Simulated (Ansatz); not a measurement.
# Ti2H: the cost of one run

Computed with Ansatz 0.2.0 (DFT r2SCAN, scalar-relativistic, plane waves, PAW, unless a step's input says otherwise).

1 further run of the same task is left out (set aside as unsound or not needed).

## Step 1: The starting structure

It takes space group Pn-3m (No. 224, cubic). Conventional cell: a = 4.225 Å, b = 4.225 Å, c = 4.225 Å, α = 90.00°, β = 90.00°, γ = 90.00°. Around Ti (site symmetry -3m) lie 2 H at 1.83 Å. H (site symmetry -43m) is surrounded by 4 Ti at 1.83 Å.

As a file:

```cif
data_structure
_symmetry_space_group_name_H-M 'Pn-3m:1'
_symmetry_Int_Tables_number 224
_cell_length_a 4.2253
_cell_length_b 4.2253
_cell_length_c 4.2253
_cell_angle_alpha 90.000
_cell_angle_beta 90.000
_cell_angle_gamma 90.000
_cell_volume 75.44
loop_
_atom_site_label
_atom_site_type_symbol
_atom_site_symmetry_multiplicity
_atom_site_Wyckoff_symbol
_atom_site_fract_x
_atom_site_fract_y
_atom_site_fract_z
_atom_site_occupancy
Ti1 Ti 4 c 0.25000 0.75000 0.25000 1
H1 H 2 a 0.00000 0.00000 0.00000 1
```

It goes back to an entry of the Materials Project, which need not be the stable form.

It is the result of an earlier relaxation at this level (volume 12.57 Å³/atom; gap on the mesh: none (metal)).

## Step 2: Zero of energy

The reference gives a free energy of -10050.8723 eV, pressure 0.04 GPa, largest force 0.000 eV/Å and gap on the mesh none (metal). It was computed beforehand with the settings of the runs below.

## Step 3: The scan: energy and stress against strain

The cell is strained by ε times the Voigt pattern (0, 0, 1, 0, 0, 0) (xx, yy, zz, yz, xz, xy; engineering shear), with fractional coordinates fixed (clamped ions). The stress on the pattern is the sum of the stress components weighted by it, tension positive.

## Step 4: ε = -0.1000

The input, input.yaml:

```yaml
crystal:
  lattice:
    - [4.2253185686, 0.0, 0.0]
    - [0.0, 4.2253185686, 0.0]
    - [0.0, 0.0, 3.8027867117]
  atoms:
    - { symbol: Ti, position: [0.25, 0.75, 0.25] }
    - { symbol: Ti, position: [0.75, 0.25, 0.25] }
    - { symbol: Ti, position: [0.25, 0.25, 0.75] }
    - { symbol: Ti, position: [0.75, 0.75, 0.75] }
    - { symbol: H, position: [0.0, 0.0, 0.0] }
    - { symbol: H, position: [0.5, 0.5, 0.5] }
basis:
  ecutwfc: 500
kpoints:
  mp_grid: { grid: [12, 12, 12] }
hamiltonian:
  xc: r2scan
scf:
  occupations: { method: gaussian, width: 0.15 }
output:
  forces: true
  stress: true
  eigenvalues: true
```

Started as:

```sh
$ ansatz run input.yaml --threads 1 --pin off --max-ram 2560MiB --backend cpu --events-out ev --progress --plain --runs-dir out
```

What time and memory should one allow on 1 thread of Intel Xeon Platinum 8488C (Sapphire Rapids), shared host?

About 28 s, with a peak of 0.88 GiB.
